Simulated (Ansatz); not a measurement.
**C4H14NSbSi: ionisation energy by level of theory**

An exercise on one series of results from a longer session: the logs are not shown, and one member is left open.

Computed with Ansatz 0.2.0, Gaussian basis. Level: unrestricted cation, the program's frozen cores in correlated methods.

The runs, in order: UKS PBE-D4/def2-TZVPP; UKS r2SCAN-D4/def2-TZVPP; UKS PBE0-D4/def2-TZVPP; UKS B3LYP-D4/def2-TZVPP; UKS wB97X-V/def2-TZVPP; UKS wB97M-V/def2-TZVPP; UKS B2PLYP/def2-TZVPP; UHF-CCSD(T)/def2-TZVPP; UHF-MP2/def2-QZVPP; extrapolation to the limit; then −ε(HOMO) from the neutral's earlier runs with LDA (SPW92), PBE-D4, revPBE-D4, BLYP-D4, r2SCAN-D4, B97M-V, PBE0-D4, B3LYP-D4, r2SCANh-D4, r2SCAN0-D4, HSE06-D4, BHLYP-D4, CAM-B3LYP-D4, LC-ωPBE, ωB97X-V, ωB97M-V.

1 further run of the same task is left out (for a known fault of the program).

### The geometry

All runs share one geometry, relaxed beforehand with PBE0-D4 in a triple-zeta def2 set. Sb takes the def2 core potential; no spin-orbit term is included.

SMILES `C[CH2][Sb]([SiH3])[N](C)C`, 21 atoms, charge 0, spin multiplicity 1.

Atoms are counted from 1 here; the program's logs count them from 0.

Bond lengths: C1–C2 1.519 Å, C1–H8 1.093 Å, C1–H9 1.094 Å, C1–H10 1.094 Å, C2–Sb3 2.172 Å, C2–H11 1.092 Å, C2–H12 1.092 Å, Sb3–Si4 2.581 Å, Sb3–N5 2.075 Å, Si4–H13 1.490 Å, Si4–H14 1.488 Å, Si4–H15 1.489 Å, N5–C6 1.447 Å, N5–C7 1.446 Å, C6–H16 1.097 Å, C6–H17 1.104 Å, C6–H18 1.093 Å, C7–H19 1.092 Å and more. Angles: C2–C1–H8 111.8°, C2–C1–H9 111.1°, C2–C1–H10 111.9°, H8–C1–H9 107.2°, H8–C1–H10 107.4°, H9–C1–H10 107.2°, C1–C2–Sb3 112.8°, C1–C2–H11 110.8°, C1–C2–H12 112.0°, Sb3–C2–H11 106.9°, Sb3–C2–H12 105.9°, H11–C2–H12 108.1°, C2–Sb3–Si4 91.9°, C2–Sb3–N5 94.0°, Si4–Sb3–N5 91.3°, Sb3–Si4–H13 110.8°, Sb3–Si4–H14 110.7°, Sb3–Si4–H15 109.9° and more.

Geometry (Å):

| atom | x (Å) | y (Å) | z (Å) |
| --- | --- | --- | --- |
| C1 | 1.25161 | -1.39839 | -2.38184 |
| C2 | 1.33969 | -0.65387 | -1.06123 |
| Sb3 | -0.24392 | 0.81149 | -0.81443 |
| Si4 | -2.05866 | -1.02328 | -0.80308 |
| N5 | -0.14295 | 0.78871 | 1.25814 |
| C6 | -1.22939 | 1.50994 | 1.88441 |
| C7 | 1.13266 | 1.24154 | 1.76751 |
| H8 | 0.33613 | -1.99177 | -2.45262 |
| H9 | 2.09337 | -2.08632 | -2.50327 |
| H10 | 1.26598 | -0.71691 | -3.23694 |
| H11 | 2.28669 | -0.11523 | -0.98258 |
| H12 | 1.26006 | -1.32830 | -0.20584 |
| H13 | -2.49329 | -1.34646 | -2.19096 |
| H14 | -3.25751 | -0.57183 | -0.04528 |
| H15 | -1.52419 | -2.26019 | -0.17008 |
| H16 | -1.21305 | 1.32741 | 2.96626 |
| H17 | -1.18604 | 2.60356 | 1.73836 |
| H18 | -2.19368 | 1.15797 | 1.50865 |
| H19 | 1.95193 | 0.67038 | 1.32479 |
| H20 | 1.17019 | 1.07724 | 2.85185 |
| H21 | 1.32988 | 2.31502 | 1.59518 |

The first run:

in.yaml

```yaml
crystal:
  periodic: [false, false, false]
  atoms:
    - {symbol: C, position_ang: [1.251605, -1.398387, -2.381835]}
    - {symbol: C, position_ang: [1.339691, -0.653875, -1.061226]}
    - {symbol: Sb, position_ang: [-0.243916, 0.811492, -0.814431]}
    - {symbol: Si, position_ang: [-2.058661, -1.023281, -0.803076]}
    - {symbol: N, position_ang: [-0.142955, 0.788711, 1.258137]}
    - {symbol: C, position_ang: [-1.229394, 1.509939, 1.884413]}
    - {symbol: C, position_ang: [1.132663, 1.241545, 1.767505]}
    - {symbol: H, position_ang: [0.336128, -1.991773, -2.452623]}
    - {symbol: H, position_ang: [2.093375, -2.086325, -2.503268]}
    - {symbol: H, position_ang: [1.265978, -0.716907, -3.236936]}
    - {symbol: H, position_ang: [2.286686, -0.115231, -0.982582]}
    - {symbol: H, position_ang: [1.260061, -1.328300, -0.205844]}
    - {symbol: H, position_ang: [-2.493293, -1.346461, -2.190963]}
    - {symbol: H, position_ang: [-3.257507, -0.571828, -0.045275]}
    - {symbol: H, position_ang: [-1.524190, -2.260189, -0.170075]}
    - {symbol: H, position_ang: [-1.213052, 1.327412, 2.966260]}
    - {symbol: H, position_ang: [-1.186041, 2.603563, 1.738360]}
    - {symbol: H, position_ang: [-2.193683, 1.157967, 1.508646]}
    - {symbol: H, position_ang: [1.951930, 0.670375, 1.324787]}
    - {symbol: H, position_ang: [1.170193, 1.077239, 2.851846]}
    - {symbol: H, position_ang: [1.329882, 2.315017, 1.595184]}
basis:
  gaussian: {orbitals: def2-TZVPP}
total_charge: 1
magnetization: {spin_polarized: true, initial_magnetization: 1}
hamiltonian: {xc: pbe, dispersion: d4}
```

On the command line:

```sh
ansatz run in.yaml --threads 4 --pin off --events-out ev --progress --plain --max-ram 63488MiB --backend cuda --devices 0, --max-vram 37GiB
```

Steps of the session up to this table: Cation, UKS PBE-D4/def2-TZVPP; Cation, UKS r2SCAN-D4/def2-TZVPP; Cation, UKS PBE0-D4/def2-TZVPP; Cation, UKS B3LYP-D4/def2-TZVPP; Cation, UKS wB97X-V/def2-TZVPP; Cation, UKS wB97M-V/def2-TZVPP; Cation, UKS B2PLYP (frozen core)/def2-TZVPP; Cation, UHF-CCSD(T)/def2-TZVPP; Cation, UHF-MP2/def2-QZVPP.

One table of the session follows, with a row left open; its other results are not shown here.

For comparison, −ε(HOMO) of the neutral from earlier runs:

```
  functional  −ε(HOMO) (eV)
 LDA (SPW92)           4.72
      PBE-D4              ?
   revPBE-D4           4.55
     BLYP-D4           4.49
   r2SCAN-D4           4.81
      B97M-V           4.96
     PBE0-D4           5.73
    B3LYP-D4           5.55
  r2SCANh-D4           5.23
  r2SCAN0-D4           5.87
    HSE06-D4           5.34
    BHLYP-D4           6.75
CAM-B3LYP-D4           6.97
     LC-ωPBE           8.17
     ωB97X-V           7.91
     ωB97M-V           7.84
```

Estimate the missing values for PBE-D4.

The run gave: −ε(HOMO) (eV): 4.60. In the column «−ε(HOMO) (eV)» it lies between revPBE-D4 (4.55) and LDA (SPW92) (4.72).
